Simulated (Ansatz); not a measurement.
# C₂H₃AlF₂O: up Jacob's ladder to CCSD(T)

An exercise on one series of results from a longer session: the logs are not shown, and one member is left open.

The runs use Ansatz 0.2.0, Gaussian basis; functionals in def2-TZVPP, the program's frozen cores in correlated methods.

Levels to be run: PBE-D4, r2SCAN-D4, PBE0-D4, B3LYP-D4, ωB97X-V, ωB97M-V, B2PLYP; CCSD(T)/def2-TZVPP; MP2/def2-QZVPP; extrapolation to the limit.

### The relaxed structure

All runs share one geometry, relaxed beforehand with PBE0-D4 in a triple-zeta def2 set.

SMILES `C[C]1(F)[O][Al]1[F]`, 9 atoms, charge 0, spin multiplicity 1.

Atoms are counted from 1 here; the program's logs count them from 0.

Bond lengths: C1–C2 1.491 Å, C1–H7 1.091 Å, C1–H8 1.096 Å, C1–H9 1.090 Å, C2–F3 1.372 Å, C2–O4 1.443 Å, C2–Al5 1.901 Å, O4–Al5 1.706 Å, Al5–F6 1.634 Å. Angles: C2–C1–H7 110.4°, C2–C1–H8 108.6°, C2–C1–H9 111.0°, H7–C1–H8 108.9°, H7–C1–H9 109.1°, H8–C1–H9 108.9°, C1–C2–F3 108.6°, C1–C2–O4 114.5°, C1–C2–Al5 132.0°, F3–C2–O4 109.9°, F3–C2–Al5 118.2°, O4–C2–Al5 59.5°, C2–O4–Al5 73.8°, C2–Al5–O4 46.8°, C2–Al5–F6 175.2°, O4–Al5–F6 137.9°.

Set-up of the first run:

File in.yaml:

```yaml
crystal:
  periodic: [false, false, false]
  atoms:
    - {symbol: C, position_ang: [-0.005282, -1.092236, 0.668336]}
    - {symbol: C, position_ang: [0.274151, -0.054438, -0.365202]}
    - {symbol: F, position_ang: [1.098370, -0.598141, -1.318239]}
    - {symbol: O, position_ang: [-0.901881, 0.498662, -0.991917]}
    - {symbol: Al, position_ang: [-0.012574, 1.824981, -0.392629]}
    - {symbol: F, position_ang: [-0.130046, 3.454510, -0.372399]}
    - {symbol: H, position_ang: [0.923397, -1.427772, 1.131674]}
    - {symbol: H, position_ang: [-0.488548, -1.947446, 0.182686]}
    - {symbol: H, position_ang: [-0.668987, -0.704419, 1.440694]}
basis:
  gaussian: {orbitals: def2-TZVPP}
hamiltonian: {xc: pbe, dispersion: d4}
output: {forces: true, orbitals: {seedname: orbitals}}
```

Started as:

```sh
> ansatz run in.yaml --threads 4 --pin off --events-out ev --progress --plain --max-ram 10444MiB
```

Among the steps run: PBE-D4 (GGA); r2SCAN-D4 (meta-GGA); PBE0-D4 (hybrid); B3LYP-D4 (hybrid); ωB97X-V (range-separated); ωB97M-V (range-separated); B2PLYP (double hybrid); CCSD(T) in def2-TZVPP; MP2 in def2-QZVPP.

One of the session's tables, all rows but one given; the rest of the session is left out.

```
            method  atomisation energy (kJ/mol)
            PBE-D4                       3721.8
         r2SCAN-D4                       3630.7
           PBE0-D4                       3598.8
          B3LYP-D4                       3576.7
           ωB97X-V                       3604.9
           ωB97M-V                       3609.1
            B2PLYP                       3561.8
     HF/def2-TZVPP                       2497.2
    MP2/def2-TZVPP                       3641.5
   CCSD/def2-TZVPP                       3424.2
CCSD(T)/def2-TZVPP                       3499.0
           MP2/CBS                       3750.9
       CCSD(T)/CBS                            ?
```

Estimate the missing values for CCSD(T)/CBS.

As computed: atomisation energy (kJ/mol): 3608.4. In the column «atomisation energy (kJ/mol)» it lies between ωB97X-V (3604.9) and ωB97M-V (3609.1).

To keep in mind: Free atoms (2 C, 2 F, 1 O, 1 Al, 3 H) were run apart at each level; the atomisation energy is their sum less the molecule, without zero-point or spin-orbit terms.
